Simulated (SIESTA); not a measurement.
## Ti3Se under changes of volume

One of the cells (17.933 Å³/atom); the others are scaled copies at fixed shape and fractional positions:

```
CELL_PARAMETERS angstrom
3.21862 0.00000 0.00000
-1.60931 2.78741 0.00000
0.00000 0.00000 7.99535
ATOMIC_POSITIONS crystal
Se 0.00000 0.00000 0.00000
Ti 0.66667 0.33333 0.50000
Ti 0.33333 0.66667 0.77290
Ti 0.33333 0.66667 0.22710
```

The cell comes from a database or a generator and needn't be the stable form of this composition.

| Property | Result |
| --- | --- |
| Program | SIESTA 5.4.2 |
| Functional | PBEsol |
| Potentials or basis | PseudoDojo 0.4 standard (PBEsol files) |
| Basis | DZP (energy shift 0.003 Ry; two zetas on semicore shells) |
| Grid cutoff | 800 Ry |
| Energy shift | 0.003 Ry |
| k mesh | 10 × 10 × 4 |
| Occupations | fermi-dirac, width 0.05 eV |
| Spin | no spin polarisation |

| volume (Å³/atom) | energy over the lowest point (meV/atom) | pressure (GPa) | largest force (eV/Å) |
| --- | --- | --- | --- |
| 16.526 | 9.02 | 5.0 | 0.520 |
| 16.878 | 1.47 | 2.1 | 0.426 |
| 17.230 | 0.00 | -0.6 | 0.340 |
| 17.933 | ? | ? | ? |
| 18.284 | 25.21 | -6.8 | 0.137 |
| 18.636 | 42.12 | -8.4 | 0.081 |

Problem. What does the run at 17.933 Å³/atom give?

Solution. Energy over the lowest point 12.30 meV/atom; pressure -4.9 GPa; largest force 0.198 eV/Å.

Worked out: A Birch-Murnaghan fit of order 3 (a polynomial in V^(-2/3)) to the other rows has its minimum at 17.15 Å³/atom with B0 = V·E''(V) = 121 GPa and B' = 4.0 at fixed shape and positions, which overstates the stiffness. It gives 12.32 meV/atom at 17.933 Å³/atom, against the run's 12.30, and -dE/dV = -4.9 GPa, against -4.9.

Energies are extrapolated to zero smearing.

Caveats: the basis of atomic orbitals isn't converged, which shifts pressures, moduli and gaps.
